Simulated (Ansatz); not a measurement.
# TaSi+ (quintet): from Hartree-Fock to the top rungs, def2-QZVPP

The task here is to estimate one member of a computed series from the others.

Program: Ansatz 0.2.0, Gaussian basis. Level of theory: def2-QZVPP, core rule «outside noble gas», up to 9 orbitals frozen. These are calculated values, not measurements.

Plan: UHF; ROHF; CCSD(T) on UHF.

**The geometry**

The geometry is a PBE0/def2-TZVP stationary point (not a proven minimum) of the parent state, kept for this charge and spin. No spin-orbit coupling is included. Elements past krypton take def2 core potentials.

2 atoms, charge 1, spin multiplicity 5.

Atoms are counted from 1 here; the program's logs count them from 0.

Bond lengths: Ta1–Si2 2.443 Å.

The first run:

Input file in.yaml:

```yaml
crystal:
  periodic: [false, false, false]
  atoms:
    - {symbol: Ta, position_ang: [0.000000, 0.000000, 0.000000]}
    - {symbol: Si, position_ang: [0.000000, 0.000000, 2.443400]}
basis:
  gaussian: {orbitals: "def2-QZVPP.json"}
total_charge: 1
magnetization: {spin_polarized: true, initial_magnetization: 4}
hamiltonian: {xc: hf}
output: {orbitals: {seedname: orbitals}}
```

Launch:

```bash
> ansatz run in.yaml --threads 1 --pin off --events-out ev --progress --plain --max-ram 4096MiB --backend cpu
```

Steps of the session up to this table: UHF; ROHF; CCSD(T) on UHF.

One table of the session follows, with a row left open; its other results are not shown here.

| method | from UCCSD(T) (kcal/mol) |
| --- | --- |
| ROHF | ? |
| UMP2 | +21.25 |
| UCCSD | +8.60 |
| UCCSD(T) | 0 |

Q: Estimate the row for ROHF from the others.

**Answer.** from UCCSD(T) (kcal/mol): +128.20. In the column «from UCCSD(T) (kcal/mol)» it is the highest.

Left out of the table: UHF (another determinant or state than the rows shown).

Caveats from the session: The determinant of HF (⟨S²⟩ 6.61) is far from a pure spin state, so its energy mixes those of several spin states; that is harmless only where they are near-degenerate. Warnings: spin contamination; coupled cluster took another determinant than the lowest.
